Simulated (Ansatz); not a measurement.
Task: a comparison of dispersion corrections of AlFH4OSi, SMILES [F][AlH][O][SiH3], with Ansatz's Python interface. Give the script and its output. Use (for the species named): revPBE, def2-SVP basis, multiplicity 1, D3BJ dispersion.

```xyz
8

F    -1.0311   -2.3138    1.2713
Al   -0.6952   -0.5150    1.3372
O    -1.0687    0.5713   -0.1206
Si    0.4597    0.5287   -1.0751
H    -0.0158    0.0931    2.6321
H     0.1897    1.3808   -2.2586
H     1.5649    1.0388   -0.3124
H     0.6886   -0.8410   -1.5298
```

Script `alfh4osi.py`:
```python
import ansatz as az

BASIS_SET = "def2-SVP"

GEOMETRY = """
F    -1.03110   -2.31380    1.27130
Al   -0.69520   -0.51500    1.33720
O    -1.06870    0.57130   -0.12060
Si    0.45970    0.52870   -1.07510
H    -0.01580    0.09310    2.63210
H     0.18970    1.38080   -2.25860
H     1.56490    1.03880   -0.31240
H     0.68860   -0.84100   -1.52980
"""

geometry = az.Crystal.molecule()
for line in GEOMETRY.strip().splitlines():
    symbol, *xyz = line.split()
    geometry = geometry.atom(symbol, [float(v) for v in xyz])

calc = geometry.calculation().basis(gaussian=BASIS_SET)
for name in ["revpbe", "pbe0"]:
    for correction in ("d3bj", "d4"):
        report = calc.functional(name, dispersion=correction).run(threads=1, pin="off").report
        print(f"{name:8s} {correction:5s} total {report['free_energy_ev']:.5f} eV, of which dispersion {1000 * report['dispersion']['energy']['ev']:.2f} meV")
```

```console
$ python alfh4osi.py
revpbe   d3bj  total -19293.80546 eV, of which dispersion -324.98 meV
revpbe   d4    total -19293.87524 eV, of which dispersion -394.77 meV
pbe0     d3bj  total -19286.90034 eV, of which dispersion -123.32 meV
pbe0     d4    total -19286.89758 eV, of which dispersion -120.56 meV
```

Reading the output:
- Total energies depend on the basis set; only differences at equal settings carry meaning.
- The geometry is a force-field or estimated start, not a minimum of this method, and the basis set is short of its limit. D4 holds the three-body term, and d3bj doesn't.
- Wall time of the script: 8.6 s on 1 thread of Arm Neoverse V1, with other jobs on the host, peak memory 0.19 GiB.
